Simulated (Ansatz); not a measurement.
LaBRh3, space group Pm-3m, a frozen displacement of one atom

With Ansatz 0.2.0, Python API.

Notebook, run cell by cell (the value of a cell's last expression is shown):

```python
import ansatz as az
import numpy as np

params = {
    "occupations": "Methfessel-Paxton",
    "sigma": 0.05,
    "kgrid": (4, 4, 4),
    "xc": "PBEsol",
}

vectors = np.array([
    [4.242, 0.0, 0.0],
    [0.0, 4.242, 0.0],
    [0.0, 0.0, 4.242],
])
crystal = (
    az.Lattice.of(vectors)
    .atom("La", [0.0, 0.0, 0.0])
    .atom("B", [0.5, 0.5, 0.5])
    .atom("Rh", [0.0, 0.5, 0.5])
    .atom("Rh", [0.5, 0.0, 0.5])
    .atom("Rh", [0.5, 0.5, 0.0])
)
```

```python
inverse = np.linalg.inv(np.array(crystal.lattice.vectors))
home = np.array(crystal.sites[1].position)
values = np.linspace(-0.2, 0.2, 5)
energies, pulls = [], []
for shift in values:
    moved = crystal.move(1, to=home + shift * inverse[1])
    calc = (
        moved.calculation()
        .occupations(params["occupations"], width=params["sigma"])
        .kpoints(*params["kgrid"])
        .functional(params["xc"])
        .forces()
    )
    rep = calc.run(threads=1, backend="cpu").report
    energies.append(rep["free_energy_ev"])
    pulls.append(rep["forces_ev_ang"][1][1])
```

    DeckWarning: basis.ecutwfc = 420 eV, auto-derived from the records' recommended cutoffs: set by La (normal level)

```python
# the force is minus the slope of the free energy
print("shift (A)   dE (eV)   force along y (eV/A)")
for shift, e, f in zip(values, energies, pulls):
    print(f"{shift:8.3f} {e - energies[2]:10.5f} {f:12.4f}")
print(f"stiffness from energies {2 * np.polyfit(values, energies, 2)[0]:.3f}, from forces {-np.polyfit(values, pulls, 1)[0]:.3f} eV/A^2")
```

    shift (A)   dE (eV)   force along y (eV/A)
      -0.200    0.17261       1.8522
      -0.100    0.04107       0.8460
       0.000    0.00000      -0.0000
       0.100    0.04107      -0.8460
       0.200    0.17261      -1.8522
    stiffness from energies 8.690, from forces 9.101 eV/A^2

The curvature of the energy gives 8.690 eV/Å² and the slope of the force 9.101 eV/Å², a positive curvature.

Notes:
- The settings weren't tested for convergence.
- The run is spin-unpolarised.
- For a metal this k-point mesh is coarse: on a finer one energies can move by several to tens of meV an atom and pressures by half a GPa or more, differences at one mesh by less.
- In a metal a curvature from energy changes of a few meV or less hangs on mesh and smearing, in size and even in sign.
- The starting cell is as deposited in a crystallographic database; the results hold for this polymorph, which needn't be the stable one.
- Warnings are shown shortened and without file and line.
- All periodic images of the atom move with it, so the curvature is one diagonal element of the zone-centre force constants and no normal mode; a positive value doesn't exclude soft modes in which several atoms move.
- Hardware and time: 15 s on 1 thread of Arm Neoverse V2, with other jobs on the host, peak memory 0.43 GiB.
